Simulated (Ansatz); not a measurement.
**GeH6N2O2Si: two geometries relaxed**

Are the two ends of the inversion of the pyramid at N1 separate minima, and which lies lower? Each is relaxed from a guess. SMILES of the start: [NH2][GeH]1[O][Si]1(N)O.

All numbers below are computed with Ansatz 0.2.0 (RKS B3LYP/def2-SVP).

## 1. Starting point

Bond lengths: N1–Ge2 1.812 Å, Ge2–O3 1.776 Å, Ge2–Si4 2.328 Å, O3–Si4 1.692 Å, Si4–N5 1.731 Å, Si4–O6 1.753 Å, N1–H7 1.074 Å, N1–H8 0.988 Å, Ge2–H9 1.547 Å, N5–H10 1.079 Å, N5–H11 1.025 Å, O6–H12 0.966 Å. Angles (14 of 20 angles, heavy atoms first): N1–Ge2–O3 107.4°, N1–Ge2–Si4 114.9°, O3–Ge2–Si4 46.3°, Ge2–O3–Si4 84.3°, Ge2–Si4–O3 49.4°, Ge2–Si4–N5 122.8°, Ge2–Si4–O6 118.0°, O3–Si4–N5 114.6°, O3–Si4–O6 107.1°, N5–Si4–O6 119.0°, N1–Ge2–H9 118.6°, O3–Ge2–H9 106.9°, Si4–Ge2–H9 125.7°, Ge2–N1–H7 106.5°.

Structure file:

```xyz
12

N    -2.0479    1.5038   -0.1411
Ge   -0.3253    1.2549   -0.6453
O     0.6130    0.9105    0.8225
Si    0.6767   -0.6652    0.2086
N     2.2560   -1.1907   -0.2677
O    -0.2683   -1.6771    1.2840
H    -2.5824    1.8118   -1.0204
H    -2.4406    0.6446    0.1494
H     0.4036    2.4016   -1.3847
H     2.8097   -1.2437    0.6569
H     2.1649   -2.1551   -0.6026
H    -1.1826   -1.6505    0.9745
```

## 2. Relaxing end A

input.yaml reads:

```yaml
crystal:
  periodic: [false, false, false]
  atoms:
    - { symbol: "N", position_ang: [-2.0479, 1.5038, -0.1411] }
    - { symbol: Ge, position_ang: [-0.3253, 1.2549, -0.6453] }
    - { symbol: O, position_ang: [0.613, 0.9105, 0.8225] }
    - { symbol: Si, position_ang: [0.6767, -0.6652, 0.2086] }
    - { symbol: "N", position_ang: [2.256, -1.1907, -0.2677] }
    - { symbol: O, position_ang: [-0.2683, -1.6771, 1.284] }
    - { symbol: H, position_ang: [-2.5824, 1.8118, -1.0204] }
    - { symbol: H, position_ang: [-2.4406, 0.6446, 0.1494] }
    - { symbol: H, position_ang: [0.4036, 2.4016, -1.3847] }
    - { symbol: H, position_ang: [2.8097, -1.2437, 0.6569] }
    - { symbol: H, position_ang: [2.1649, -2.1551, -0.6026] }
    - { symbol: H, position_ang: [-1.1826, -1.6505, 0.9745] }
basis:
  gaussian: { orbitals: def2-SVP }
hamiltonian:
  xc: b3lyp
relax:
  f_tol: 0.015
  max_steps: 40
```

Command:

```bash
$ ansatz run input.yaml --threads 2 --pin off --max-ram 3072MiB --backend cpu --events-out ev --progress --plain --runs-dir out
```

Log (excerpt; [...] marks lines left out):

```text
Warning: RAYON_NUM_THREADS=2 ignored (pool sized by the plan → 2); use --threads N
[...]
Functional definition: B3LYP
[...]
1429 factors; integrals over basis functions are off by at most 4.2e-4 eV
[...]
mean field -71555.98328183 eV, -2629.6338832198 hartree, gradient 2.7e-5 eV, S^2 0.000000; 0 other end points of the search recorded, 0 dependent functions left out
[...]
reference -71555.98356025 eV, -2629.6338934516 hartree; 41, 41 occupied and 95, 95 virtual orbitals, 1429 factors
relax step   1: F+E_penalty+E_count = -71555.98328183 eV  Δ(F+E_penalty+E_count) = +0.000e0 eV  max|allowed force component| = 2.491e0 eV/Å  Δτ_max = 0.0000 Å  (30 SCF iters, accepted)
[...]
relax step   3: F+E_penalty+E_count = -71556.71916884 eV  Δ(F+E_penalty+E_count) = -1.987e-1 eV  max|allowed force component| = 9.164e-1 eV/Å  Δτ_max = 0.1943 Å  (30 SCF iters, accepted)
[...]
relax step   5: F+E_penalty+E_count = -71556.96195465 eV  Δ(F+E_penalty+E_count) = -9.888e-2 eV  max|allowed force component| = 4.290e-1 eV/Å  Δτ_max = 0.2000 Å  (30 SCF iters, accepted)
[...]
relax step   7: F+E_penalty+E_count = -71557.06231078 eV  Δ(F+E_penalty+E_count) = -7.887e-2 eV  max|allowed force component| = 5.642e-1 eV/Å  Δτ_max = 0.2000 Å  (30 SCF iters, accepted)
[...]
relax step   9: F+E_penalty+E_count = -71557.09818702 eV  Δ(F+E_penalty+E_count) = -7.195e-3 eV  max|allowed force component| = 3.908e-1 eV/Å  Δτ_max = 0.1312 Å  (30 SCF iters, accepted)
[...]
relax step  10: F+E_penalty+E_count = -71557.12225446 eV  Δ(F+E_penalty+E_count) = -2.407e-2 eV  max|allowed force component| = 2.710e-1 eV/Å  Δτ_max = 0.1866 Å  (32 SCF iters, accepted)
[...]
1429 factors; integrals over basis functions are off by at most 3.7e-4 eV
```

## 3. The log goes on: end point A relaxed

The log, continued (excerpt; [...] marks lines left out):

```text
mean field -71557.14255686 eV, -2629.6764857914 hartree, gradient 1.2e-5 eV, S^2 0.000000; 0 other end points of the search recorded, 0 dependent functions left out
[...]
reference -71557.14283809 eV, -2629.6764961262 hartree; 41, 41 occupied and 95, 95 virtual orbitals, 1429 factors
relax step  11: F+E_penalty+E_count = -71557.14255686 eV  Δ(F+E_penalty+E_count) = -2.030e-2 eV  max|allowed force component| = 3.120e-1 eV/Å  Δτ_max = 0.2000 Å  (31 SCF iters, accepted)
[...]
relax step  16: F+E_penalty+E_count = -71557.16235521 eV  Δ(F+E_penalty+E_count) = -3.555e-4 eV  max|allowed force component| = 3.332e-2 eV/Å  Δτ_max = 0.0077 Å  (25 SCF iters, accepted)
[...]
relax step  17: F+E_penalty+E_count = -71557.16245840 eV  Δ(F+E_penalty+E_count) = -1.032e-4 eV  max|allowed force component| = 1.428e-2 eV/Å  Δτ_max = 0.0063 Å  (25 SCF iters, accepted)
[...]
Atom 2 at     0.480259     0.765528     1.012301 Å, force     0.003720     0.006533    -0.002653 eV/Å
Atom 3 at     0.669256    -0.720513     0.385917 Å, force    -0.014279    -0.008992    -0.003109 eV/Å
Atom 4 at     2.215767    -1.336036     0.072804 Å, force     0.007322     0.005360     0.002893 eV/Å
Atom 5 at    -0.183567    -2.025949     0.938107 Å, force     0.011172     0.006105    -0.003328 eV/Å
Atom 6 at    -2.345934     2.485827    -0.371940 Å, force     0.002042    -0.009959    -0.002962 eV/Å
Atom 7 at    -2.813310     0.886096    -0.226973 Å, force    -0.004077    -0.001004     0.004961 eV/Å
Atom 8 at     0.291664     2.285361    -1.342610 Å, force     0.001325    -0.000934     0.000590 eV/Å
Atom 9 at     2.987176    -0.751775    -0.226782 Å, force    -0.002054    -0.001704     0.000788 eV/Å
Atom 10 at     2.398179    -2.329954    -0.009243 Å, force     0.001781    -0.003123    -0.002241 eV/Å
Atom 11 at    -1.085837    -1.851706     1.229879 Å, force    -0.010653    -0.003696     0.002802 eV/Å
Dipole moment:    -0.088945    -0.263053    -0.111083 e Å
```

Run time: 50 s. Hardware: 2 threads of Intel Xeon 6975P-C (Granite Rapids), shared host; peak memory 0.39 GiB.

Step by step:

```csv
step,energy from step 1 (eV),largest force component (eV/Å)
1,0.0000,2.4908
2,-0.5371,1.2725
3,-0.7359,0.9164
4,-0.8798,0.3880
5,-0.9787,0.4290
6,-1.0002,1.2033
7,-1.0790,0.5642
8,-1.1077,0.4991
9,-1.1149,0.3908
10,-1.1390,0.2710
11,-1.1593,0.3120
12,-1.1754,0.1417
13,-1.1766,0.2207
14,-1.1780,0.1915
15,-1.1787,0.0998
16,-1.1791,0.0333
17,-1.1792,0.0143
```

Step 1 is the start.

After: Bond lengths: N1–Ge2 1.831 Å, Ge2–O3 2.011 Å, Ge2–Si4 2.344 Å, O3–Si4 1.624 Å, Si4–N5 1.694 Å, Si4–O6 1.654 Å, N1–H7 1.018 Å, N1–H8 1.016 Å, Ge2–H9 1.550 Å, N5–H10 1.013 Å, N5–H11 1.014 Å, O6–H12 0.964 Å. Angles (14 of 20 angles, heavy atoms first): N1–Ge2–O3 112.5°, N1–Ge2–Si4 127.1°, O3–Ge2–Si4 42.9°, Ge2–O3–Si4 79.5°, Ge2–Si4–O3 57.5°, Ge2–Si4–N5 126.2°, Ge2–Si4–O6 121.1°, O3–Si4–N5 120.7°, O3–Si4–O6 122.2°, N5–Si4–O6 104.2°, N1–Ge2–H9 102.6°, O3–Ge2–H9 103.4°, Si4–Ge2–H9 126.0°, Ge2–N1–H7 118.3°.

## 4. Relaxing end B

The second end starts from a geometry with the move made by hand.

Changes to input.yaml since step 2:

```diff
@@ -9,4 +9,4 @@
     - { symbol: O, position_ang: [-0.2683, -1.6771, 1.284] }
-    - { symbol: H, position_ang: [-2.5824, 1.8118, -1.0204] }
-    - { symbol: H, position_ang: [-2.4406, 0.6446, 0.1494] }
+    - { symbol: H, position_ang: [-2.20871, 2.56551, -0.11576] }
+    - { symbol: H, position_ang: [-2.18029, 1.16963, 0.77957] }
     - { symbol: H, position_ang: [0.4036, 2.4016, -1.3847] }
```

Command:

```bash
$ ansatz run input.yaml --threads 2 --pin off --max-ram 3072MiB --backend cpu --events-out ev --progress --plain --runs-dir out
```

Log (excerpt; [...] marks lines left out):

```text
Warning: RAYON_NUM_THREADS=2 ignored (pool sized by the plan → 2); use --threads N
[...]
[... 1 set-up line as earlier in the session ...]
[...]
1429 factors; integrals over basis functions are off by at most 4.2e-4 eV
[...]
mean field -71556.02494294 eV, -2629.6354142373 hartree, gradient 6.7e-5 eV, S^2 0.000000; 0 other end points of the search recorded, 0 dependent functions left out
[...]
reference -71556.02522037 eV, -2629.6354244327 hartree; 41, 41 occupied and 95, 95 virtual orbitals, 1429 factors
relax step   1: F+E_penalty+E_count = -71556.02494294 eV  Δ(F+E_penalty+E_count) = +0.000e0 eV  max|allowed force component| = 3.291e0 eV/Å  Δτ_max = 0.0000 Å  (29 SCF iters, accepted)
[...]
relax step   5: F+E_penalty+E_count = -71557.03417699 eV  Δ(F+E_penalty+E_count) = -1.044e-1 eV  max|allowed force component| = 4.786e-1 eV/Å  Δτ_max = 0.2000 Å  (30 SCF iters, accepted)
[...]
Atom 2 at     0.669735     0.786979     1.125955 Å, force    -0.000855     0.006984    -0.004493 eV/Å
Atom 3 at     0.691854    -0.679570     0.428624 Å, force    -0.001361    -0.008649     0.005476 eV/Å
Atom 4 at     2.163118    -1.386271    -0.024728 Å, force    -0.010408     0.005584     0.002592 eV/Å
Atom 5 at    -0.211788    -1.945420     0.990896 Å, force    -0.011882    -0.001396    -0.000051 eV/Å
Atom 6 at    -2.111754     2.775513     0.052434 Å, force    -0.001088    -0.000530    -0.000050 eV/Å
Atom 7 at    -2.689604     1.212428     0.187379 Å, force    -0.006370    -0.003007     0.003898 eV/Å
Atom 8 at     0.407765     2.419807    -1.146292 Å, force     0.005646    -0.001081    -0.001573 eV/Å
Atom 9 at     2.954914    -0.839012    -0.339979 Å, force     0.008753     0.000258    -0.003692 eV/Å
Atom 10 at     2.264773    -2.382861    -0.180651 Å, force     0.000284    -0.001264     0.000233 eV/Å
Atom 11 at    -1.091755    -1.731080     1.322472 Å, force     0.012904    -0.001767    -0.003379 eV/Å
Dipole moment:    -0.120368    -0.250267    -0.122706 e Å
```

It took 51 s on 2 threads of Intel Xeon 6975P-C (Granite Rapids), shared host; peak memory 0.4 GiB.

Step by step:

```csv
step,energy from step 1 (eV),largest force component (eV/Å)
1,0.0000,3.2912
2,-0.5598,1.2941
3,-0.7495,0.9205
4,-0.9048,0.4886
5,-1.0092,0.4786
6,-1.0613,0.5360
7,-1.0633,1.3094
8,-1.1227,0.3240
9x,-1.0539,0.8443
10,-1.1337,0.0570
11,-1.1348,0.0752
12x,-1.1268,0.6260
13,-1.1364,0.0412
14,-1.1370,0.0595
15,-1.1372,0.0585
16,-1.1375,0.0392
17,-1.1376,0.0206
18,-1.1376,0.0129
```

Step 1 is the start. 2 steps were tried and not accepted (marked x).

After: Bond lengths: N1–Ge2 1.831 Å, Ge2–O3 2.010 Å, Ge2–Si4 2.343 Å, O3–Si4 1.624 Å, Si4–N5 1.694 Å, Si4–O6 1.654 Å, N1–H7 1.018 Å, N1–H8 1.016 Å, Ge2–H9 1.550 Å, N5–H10 1.013 Å, N5–H11 1.014 Å, O6–H12 0.964 Å. Angles (14 of 20 angles, heavy atoms first): N1–Ge2–O3 112.5°, N1–Ge2–Si4 127.2°, O3–Ge2–Si4 43.0°, Ge2–O3–Si4 79.5°, Ge2–Si4–O3 57.5°, Ge2–Si4–N5 126.3°, Ge2–Si4–O6 121.0°, O3–Si4–N5 120.2°, O3–Si4–O6 122.5°, N5–Si4–O6 104.3°, N1–Ge2–H9 102.6°, O3–Ge2–H9 103.5°, Si4–Ge2–H9 126.0°, Ge2–N1–H7 118.1°.

## 5. Results

| quantity | value |
| --- | --- |
| end A | 16 moves, 1.179 eV lower |
| end B | 15 moves, 1.138 eV lower |
| largest difference between the ends | 0.03 Å |
| end B relative to end A | -0.000 eV |

What this shows: The two relaxations end at one structure, within 0.03 Å: no second minimum was found from this start, which doesn't rule one out.
